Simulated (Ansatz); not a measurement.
# Cl5FHTa: the cost of one run

All numbers below are computed with Ansatz 0.2.0 (RKS LDA/def2-SVP).

## 1. The structure to begin with

Bond lengths: Ta1–F2 2.280 Å, Ta1–Cl3 2.470 Å, Ta1–Cl4 2.470 Å, Ta1–Cl5 2.470 Å, Ta1–Cl6 2.470 Å, Ta1–Cl7 2.770 Å. Angles (14 of 15 angles, heavy atoms first): F2–Ta1–Cl3 90.0°, F2–Ta1–Cl4 90.0°, F2–Ta1–Cl5 120.0°, F2–Ta1–Cl6 120.0°, F2–Ta1–Cl7 71.6°, Cl3–Ta1–Cl4 180.0°, Cl3–Ta1–Cl5 90.0°, Cl3–Ta1–Cl6 90.0°, Cl3–Ta1–Cl7 59.6°, Cl4–Ta1–Cl5 90.0°, Cl4–Ta1–Cl6 90.0°, Cl4–Ta1–Cl7 120.4°, Cl5–Ta1–Cl6 120.0°, Cl5–Ta1–Cl7 148.6°.

Coordinates:

```xyz
8

Ta    0.0000    0.0000    0.0000
F     2.2800    0.0000    0.0000
Cl    0.0000    0.0000    2.4700
Cl    0.0000    0.0000   -2.4700
Cl   -1.2350    2.1390    0.0000
Cl   -1.2350   -2.1390    0.0000
Cl    0.8734   -2.2249    1.3999
H     2.0981   -1.0936    0.6881
```

## 2. Pulling towards end A

Springs on the bonds that form and break draw the guess towards this end; the thresholds are loose.

input.yaml

```yaml
crystal:
  periodic: [false, false, false]
  atoms:
    - { symbol: Ta, position_ang: [0.0, 0.0, 0.0] }
    - { symbol: F, position_ang: [2.28, 0.0, 0.0] }
    - { symbol: Cl, position_ang: [0.0, 0.0, 2.47] }
    - { symbol: Cl, position_ang: [0.0, 0.0, -2.47] }
    - { symbol: Cl, position_ang: [-1.235, 2.139, 0.0] }
    - { symbol: Cl, position_ang: [-1.235, -2.139, 0.0] }
    - { symbol: Cl, position_ang: [0.8734, -2.2249, 1.3999] }
    - { symbol: H, position_ang: [2.0981, -1.0936, 0.6881] }
basis:
  gaussian: { orbitals: def2-SVP }
hamiltonian:
  xc: lda
relax:
  f_tol: 0.15
  max_steps: 25
  restrain:
    - { distance: [0, 6], at: 3.67, k: 30.0 }
    - { distance: [7, 1], at: 2.12, k: 30.0 }
    - { distance: [0, 1], at: 1.93, k: 30.0 }
    - { distance: [7, 6], at: 1.37, k: 30.0 }
output:
  orbitals: {}
```

Started as:

```sh
ansatz run input.yaml --threads 4 --pin off --max-ram 5120MiB --backend cpu --events-out ev --progress --plain --runs-dir out
```

Q: Estimate wall time and peak memory on 4 threads of Arm Neoverse V1, shared host.

About 18 s, with a peak of 0.24 GiB.
